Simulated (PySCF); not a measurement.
# OsCl₄: quintet, from a tetrahedral start

Aim: relax OsCl₄ as a quintet from a tetrahedral start, check by its vibrations whether the end is a minimum, and collect its spectrum and constants.

Program: PySCF 2.14.0. Level of theory: PBE0, basis Os def2-TZVP with ECP60, Cl def2-TZVP, scalar-relativistic core potentials, no spin–orbit coupling, density fitting. These are calculated values, not measurements.

## Step 1: Where the work starts

5 atoms, charge 0, spin multiplicity 5.

Bond lengths: Os1–Cl2 2.280 Å, Os1–Cl3 2.280 Å, Os1–Cl4 2.280 Å, Os1–Cl5 2.280 Å. Angles: Cl2–Os1–Cl3 109.5°, Cl2–Os1–Cl4 109.5°, Cl2–Os1–Cl5 109.5°, Cl3–Os1–Cl4 109.5°, Cl3–Os1–Cl5 109.5°, Cl4–Os1–Cl5 109.5°.

```xyz
5
charge 0 multiplicity 5
Os    0.0000    0.0000    0.0000
Cl    1.8617    0.0000    1.3162
Cl   -1.8617    0.0000    1.3162
Cl    0.0000    1.8617   -1.3162
Cl    0.0000   -1.8617   -1.3162
```

## Step 2: First SCF at the start

One driver script runs all steps and calls PySCF; scf.py shows how it sets up the SCF of each step. The optimiser is the driver's own. After this first run the driver tries any further starts and a stability analysis.

scf.py reads:

```python
from pyscf import gto, scf, dft
mol = gto.M(atom='''
Os     0.000000     0.000000     0.000000
Cl     1.861700     0.000000     1.316200
Cl    -1.861700     0.000000     1.316200
Cl     0.000000     1.861700    -1.316200
Cl    -0.000000    -1.861700    -1.316200''',
    basis={'Os': 'def2-TZVP', 'Cl': 'def2-TZVP'},
    ecp={'Os': 'def2-TZVP'},
    charge=0, spin=4)
mf = dft.UKS(mol, xc='PBE0')
mf.grids.atom_grid = (50, 194)
aux = {'Os': 'def2-universal-JKFIT', 'Cl': 'def2-universal-JKFIT'}
mf = mf.density_fit(auxbasis=aux)
mf.conv_tol = 1e-08
mf.diis_space = 10
mf.max_cycle = 60
mf.init_guess = 'minao'
mf.verbose = 4
mf.kernel()
```

Command:

```console
$ OMP_NUM_THREADS=8 python axn.py task.json out
```

The program printed:

```text
init E= -1913.01718442777
[... the frontier-level lines of each cycle are left out ...]
cycle= 1 E= -1930.9442057169  delta_E= -17.9  |g|= 0.334  |ddm|=  5.8
cycle= 2 E= -1930.93232642597  delta_E= 0.0119  |g|= 0.39  |ddm|= 0.603
cycle= 3 E= -1930.96088536731  delta_E= -0.0286  |g|= 0.325  |ddm|= 0.455
cycle= 4 E= -1931.00825939493  delta_E= -0.0474  |g|= 0.0739  |ddm|= 0.247
cycle= 5 E= -1931.01075405046  delta_E= -0.00249  |g|= 0.0121  |ddm|= 0.0586
cycle= 6 E= -1931.01092863527  delta_E= -0.000175  |g|= 0.00277  |ddm|= 0.0233
cycle= 7 E= -1931.0109499189  delta_E= -2.13e-05  |g|= 0.00132  |ddm|= 0.00881
cycle= 8 E= -1931.01095333244  delta_E= -3.41e-06  |g|= 0.000358  |ddm|= 0.0036
cycle= 9 E= -1931.01095371496  delta_E= -3.83e-07  |g|= 0.000123  |ddm|= 0.00153
cycle= 10 E= -1931.01095372688  delta_E= -1.19e-08  |g|= 3.77e-05  |ddm|= 0.000159
cycle= 11 E= -1931.01095372839  delta_E= -1.51e-09  |g|= 1.5e-05  |ddm|= 7.23e-05
Extra cycle  E= -1931.01095372747  delta_E= 9.19e-10  |g|= 4.72e-05  |ddm|= 4.23e-05
converged SCF energy = -1931.01095372747  <S^2> = 6.0253678  2S+1 = 5.0101368
```

This step, with its further starts and checks, took 36 s on 8 threads of Arm Neoverse V1, shared host.

The starts that the driver tried:

```
                      start   energy (Eh)
    the minimal-basis guess  -1931.010954
a thermally smeared density  -1931.010593
      a smeared PBE density  -1931.010954
```

The test of internal stability and the other starts found no lower solution of this spin.

## Step 3: Relaxing the quintet from the tetrahedral start

The program finds Td symmetry in the start, which this walk keeps. The walk stops when the largest gradient is under 0.0003 Eh/bohr and the energy has settled too.

scf.py, as its differences from that of step 2:

```diff
@@ -3,5 +3,5 @@
-Os     0.000000     0.000000     0.000000
-Cl     1.861700     0.000000     1.316200
-Cl    -1.861700     0.000000     1.316200
-Cl     0.000000     1.861700    -1.316200
-Cl    -0.000000    -1.861700    -1.316200''',
+Os    -0.000000    -0.000000    -0.000000
+Cl     1.861596    -0.000069     1.316347
+Cl    -1.861596    -0.000000     1.316347
+Cl     0.000035     1.861631    -1.316298
+Cl    -0.000035    -1.861561    -1.316396''',
@@ -18 +17,0 @@
-mf.init_guess = 'minao'
```

The optimiser's trace:

```
step   energy (Eh)  change (kJ/mol)  largest symmetric gradient (Eh/bohr)
   0  -1931.010939             0.00                               0.00961
   1  -1931.012412            -3.87                               0.00227
   2  -1931.012496            -4.09                               0.00018
   3  -1931.012496            -4.09                               0.00000
```

The walk took 22 s.

Positions (Å) and forces (eV/Å) along the way, with the part that breaks the symmetry left in:

```
step 0
Os   0.000   0.000   0.000   0.000   0.000   0.000
Cl   1.862   0.000   1.316  -0.167   0.000  -0.812
Cl  -1.862   0.000   1.316   0.167   0.000  -0.812
Cl   0.000   1.862  -1.316   0.000  -0.167   0.812
Cl   0.000  -1.862  -1.316   0.000   0.167   0.812
step 1
Os   0.000   0.000   0.000   0.000   0.000   0.000
Cl   1.840   0.000   1.301   0.224   0.000  -0.565
Cl  -1.840   0.000   1.301  -0.224   0.000  -0.565
Cl   0.000   1.840  -1.301   0.000   0.224   0.565
Cl   0.000  -1.840  -1.301   0.000  -0.224   0.565
step 2
Os   0.000   0.000   0.000   0.000   0.001   0.000
Cl   1.834   0.000   1.297   0.355   0.000  -0.482
Cl  -1.834   0.000   1.297  -0.355   0.000  -0.482
Cl   0.000   1.834  -1.296   0.000   0.354   0.482
Cl   0.000  -1.834  -1.297   0.000  -0.355   0.482
step 3
Os   0.000   0.000   0.000   0.000   0.000   0.000
Cl   1.834   0.000   1.297   0.345   0.000  -0.488
Cl  -1.834   0.000   1.297  -0.345   0.000  -0.488
Cl   0.000   1.834  -1.297   0.000   0.345   0.488
Cl   0.000  -1.834  -1.297   0.000  -0.345   0.488
```

End point (Td, 3 steps, 4.1 kJ/mol gained): Os–Cl 2.246 Å (×4); Cl–Os–Cl 109.5° (×6). A gradient of 0.0095 Eh/bohr that breaks the symmetry is left: this electronic state wants a lower symmetry.

## Step 4: Relaxing without the symmetry constraint

The geometry is nudged along the force that breaks the symmetry.

The program finds D2d symmetry in the start, which may break. Threshold on the gradient: 0.0003 Eh/bohr, with a further test on the energy change.

scf.py, as its differences from that of step 3:

```diff
@@ -3,5 +3,5 @@
-Os    -0.000000    -0.000000    -0.000000
-Cl     1.861596    -0.000069     1.316347
-Cl    -1.861596    -0.000000     1.316347
-Cl     0.000035     1.861631    -1.316298
-Cl    -0.000035    -1.861561    -1.316396''',
+Os     0.000000    -0.000000    -0.000000
+Cl     1.860907    -0.000168     1.258897
+Cl    -1.860907    -0.000317     1.258897
+Cl    -0.000074     1.861150    -1.258538
+Cl     0.000074    -1.860665    -1.259256''',
```

Energy and gradient, step by step:

```
step   energy (Eh)  change (kJ/mol)  largest gradient (Eh/bohr)
   0  -1931.016430             0.00                     0.00944
   1  -1931.024265           -20.57                     0.00907
   2  -1931.036386           -52.39                     0.00765
   3  -1931.042440           -68.29                     0.00505
   4  -1931.044382           -73.39                     0.00278
   5  -1931.044735           -74.32                     0.00041
   6  -1931.044756           -74.37                     0.00011
   7  -1931.044757           -74.37                     0.00002
```

The walk took 48 s.

Positions (Å) and forces (eV/Å) along the way:

```
step 0
Os   0.000   0.000   0.000   0.000   0.001   0.000
Cl   1.861   0.000   1.259   0.281   0.000  -0.485
Cl  -1.861   0.000   1.259  -0.281   0.000  -0.485
Cl   0.000   1.861  -1.259   0.000   0.280   0.486
Cl   0.000  -1.861  -1.259   0.000  -0.282   0.484
step 1
Os   0.000   0.000   0.000   0.000  -0.001   0.000
Cl   1.918   0.000   1.173   0.148   0.000  -0.466
Cl  -1.918   0.000   1.173  -0.148   0.000  -0.466
Cl   0.000   1.918  -1.172   0.000   0.148   0.466
Cl   0.000  -1.918  -1.173   0.000  -0.148   0.467
step 4
Os   0.000   0.000   0.000   0.000   0.001   0.000
Cl   2.131   0.000   0.721  -0.142   0.000  -0.109
Cl  -2.131   0.000   0.721   0.142   0.000  -0.109
Cl   0.000   2.131  -0.721   0.000  -0.143   0.109
Cl   0.000  -2.131  -0.722   0.000   0.142   0.109
step 7
Os   0.000   0.000   0.000   0.000   0.000   0.000
Cl   2.146   0.000   0.651   0.001   0.000   0.000
Cl  -2.146   0.000   0.651  -0.001   0.000   0.000
Cl   0.000   2.146  -0.651   0.000   0.001   0.000
Cl   0.000  -2.146  -0.652   0.000  -0.001   0.000
```

End point (D2d, 7 steps, 74.4 kJ/mol gained): Os–Cl 2.243 Å (×4); Cl–Os–Cl 94.8° (×4), Cl–Os–Cl 146.2° (×2).

## Step 5: Frequencies

The point is checked on the finer grid, and tightened if its gradient asks for it. The Hessian and the dipole derivatives come from central differences of analytic gradients, with steps of 0.02 bohr.

scf.py, as its differences from that of step 4:

```diff
@@ -3,5 +3,5 @@
-Os     0.000000    -0.000000    -0.000000
-Cl     1.860907    -0.000168     1.258897
-Cl    -1.860907    -0.000317     1.258897
-Cl    -0.000074     1.861150    -1.258538
-Cl     0.000074    -1.860665    -1.259256''',
+Os    -0.000000    -0.000000    -0.000000
+Cl     2.150032    -0.000035     0.638714
+Cl    -2.150032    -0.000229     0.638714
+Cl    -0.000097     2.150164    -0.638269
+Cl     0.000097    -2.149900    -0.639158''',
@@ -12 +12 @@
-mf.grids.atom_grid = (50, 194)
+mf.grids.atom_grid = (75, 302)
@@ -15 +15 @@
-mf.conv_tol = 1e-08
+mf.conv_tol = 1e-10
```

This SCF starts from the last density.

Log of the central SCF (cycles and frontier levels):

```text
init E= -1931.04455055582
[... the frontier-level lines of each cycle are left out ...]
cycle= 1 E= -1931.04455055581  delta_E= 1.14e-11  |g|= 4.66e-06  |ddm|= 6.86e-06
Extra cycle  E= -1931.04455055579  delta_E= 2.64e-11  |g|= 8.05e-06  |ddm|= 1.12e-05
converged SCF energy = -1931.04455055579  <S^2> = 6.0175117  2S+1 = 5.0069998
```

The whole step took 98 s.

Geometry: D2d; Os–Cl 2.243 Å (×4); Cl–Os–Cl 94.7° (×4), Cl–Os–Cl 146.9° (×2).

Modes, for the most abundant isotopes:

```json
{"symmetry": "a1", "ω (cm⁻¹)": "72", "IR (km/mol)": "0.0", "μ (u)": "34.97"}
{"symmetry": "b2", "ω (cm⁻¹)": "103", "IR (km/mol)": "2.2", "μ (u)": "49.66"}
{"symmetry": "e", "ω (cm⁻¹)": "149", "IR (km/mol)": "1.6", "μ (u)": "40.70"}
{"symmetry": "b1", "ω (cm⁻¹)": "160", "IR (km/mol)": "0.0", "μ (u)": "34.97"}
{"symmetry": "b2", "ω (cm⁻¹)": "367", "IR (km/mol)": "13.6", "μ (u)": "36.77"}
{"symmetry": "e", "ω (cm⁻¹)": "392", "IR (km/mol)": "214", "μ (u)": "43.93"}
{"symmetry": "a1", "ω (cm⁻¹)": "401", "IR (km/mol)": "0.0", "μ (u)": "34.97"}
```

Every mode is real; the point is a minimum.

Properties at this point:

```
Dipole moment                                                   : 0.00 D
Highest occupied level                                          : -8.34 eV
Lowest empty level                                              : -5.11 eV
Rotational constants                                            : 0.04432, 0.04432, 0.02607 cm⁻¹
Zero-point energy                                               : 13.1 kJ/mol
Principal polarisabilities                                      : 62.8, 112.9, 112.9 bohr³
Atomisation energy without zero-point energy                    : 1333 kJ/mol
Principal traceless quadrupole moments about the centre of mass : -1.82, -1.82, 3.63 D Å
Entropy at 298.15 K and 1 bar (electronic part: spin only)      : 389.2 J/(mol K)
Heat capacity Cp at 298.15 K                                    : 98.5 J/(mol K)
Enthalpy at 298.15 K above 0 K                                  : 22.30 kJ/mol
Rotational symmetry number                                      : 4
Spin squared ⟨S²⟩                                               : 6.018
```

Charges (e) and bond orders:

```json
{"atom": "Os1", "Mulliken": "0.99", "Löwdin": "-0.23", "polar tensor": "1.90", "spin (Mulliken)": "2.99", "Mayer order to Os1": "–"}
{"atom": "Cl2,3,4,5", "Mulliken": "-0.25", "Löwdin": "0.06", "polar tensor": "-0.48", "spin (Mulliken)": "0.25", "Mayer order to Os1": "1.09"}
```

Outer orbital energies (eV). α occupied: -10.79, -9.83, -9.83, -9.51, -9.30, -8.55, -8.34, -8.34; empty: -3.51, 0.05, 0.44, 2.19. β occupied: -11.42, -10.72, -10.72, -10.20, -10.02, -9.42, -9.42, -9.02; empty: -5.11, -4.76, -4.47, -4.47.

Mulliken populations on Os1 (outside its core potential): s 2.59, p 6.40, d 5.96, f 0.06.

## Step 6: Real-space pictures of the lowest minimum

The plane holds Os1 at (0.00, 0.00), Cl2 at (2.24, 0.00), Cl3 at (-1.88, 1.22) Å. Columns run from x = -3.75 to 4.65 Å, rows from y = 3.45 (top) to -1.95 Å, in steps of 0.3 Å. Electrons inside core potentials are absent.

Density (cut at 5 e/Å³):

Ten steps from '0' (0.000 e/Å³) to '9' (5.000 e/Å³), finer at the low end (step k begins (100^(k/10) - 1)/99 of the way up):
```
00000000000000000000000000000
00000000000000000000000000000
00000111100000000000000000000
00011222210000000000000000000
00123444431100000000000000000
00135677643110000000000000000
01246788754211110011110000000
01357999864332221122221100000
01357999865555433334443210000
01246788766788754456765320000
00135666667999975578886421000
00123445558944986679997531000
00011223358944986679997531000
00000112247999965678886521000
00000001235788754456765320000
00000000123455433334443210000
00000000011222221122221100000
00000000000111110011110000000
00000000000000000000000000000
```

ELF (0 where the density is under 0.005 e/Å³):

Ten even steps from '0' (0.00) to '9' (0.89):
```
00000000000000000000000000000
00000122210000000000000000000
00012455542000000000000000000
00135778764100000000000000000
01367999985200000000000000000
02579999996210000012221100000
14789401897321110124554210000
25798188396322221257877521000
25899197385334322479998742000
25799612873466533689999863100
14689999843788843783139974100
02578888624800853864837974100
01346654226900843864837974100
00122222225889833893149974100
00000001234567523799999863100
00000000123344322578998752000
00000000112223221257777531000
00000000001122110124554210000
00000000000001000001221100000
```

Spin density:

Ten even steps from '0' (-0.03 e/Å³) to '9' (0.96 e/Å³):
```
00000000000000000000000000000
00000000000000000000000000000
00000000000000000000000000000
00000000000000000000000000000
00000000000000000000000000000
00000001000000000000000000000
00000001100000000000000000000
00001000100001000000000000000
00001110000123210000000000000
00001100000378520000100000000
00000000001698940001100000000
00000000002400840000400000000
00000000014500420000300000000
00000000014987520000011000000
00000000013587410000010000000
00000000001233210000000000000
00000000000011000000000000000
00000000000000000000000000000
00000000000000000000000000000
```

Making the fields took 4 s on 8 threads of Arm Neoverse V1, shared host.

## Step 7: Outcome

| quantity | value |
| --- | --- |
| minimum | quintet, D2d |
| geometry | Os–Cl 2.243 Å (×4); Cl–Os–Cl 94.7° (×4), Cl–Os–Cl 146.9° (×2) |
| wavenumbers (cm⁻¹) | 72 (a1), 103 (b2), 149 (e), 160 (b1), 367 (b2), 392 (e), 401 (a1) |
| dipole moment | 0.00 D |
| highest occupied, lowest empty level (either spin) | -8.34, -5.11 eV |
| polar-tensor charge of Os1 | +1.90 e |
| zero-point energy | 13.1 kJ/mol |
| entropy at 298.15 K | 389.2 J/(mol K) |
| atomisation energy (no zero-point energy) | 1333 kJ/mol |
| ⟨S²⟩ | 6.018 |

**Reading.** From Td at the start the molecule goes to a D2d minimum. In the infrared the band at 392 cm⁻¹ (e, stretch) leads. The dipole vanishes although Os1 carries +1.9 e by the polar tensor: the bond dipoles cancel. Most of the spin sits on Os1 (Mulliken spin 2.99, against 4 for the whole molecule). Only this shape and spin were tried, so other structures or states may lie lower. One determinant may miss the lowest occupation of an open d or f shell. With an element this heavy the missing spin–orbit coupling can shift these numbers.

The search up to here took 3.4 min.
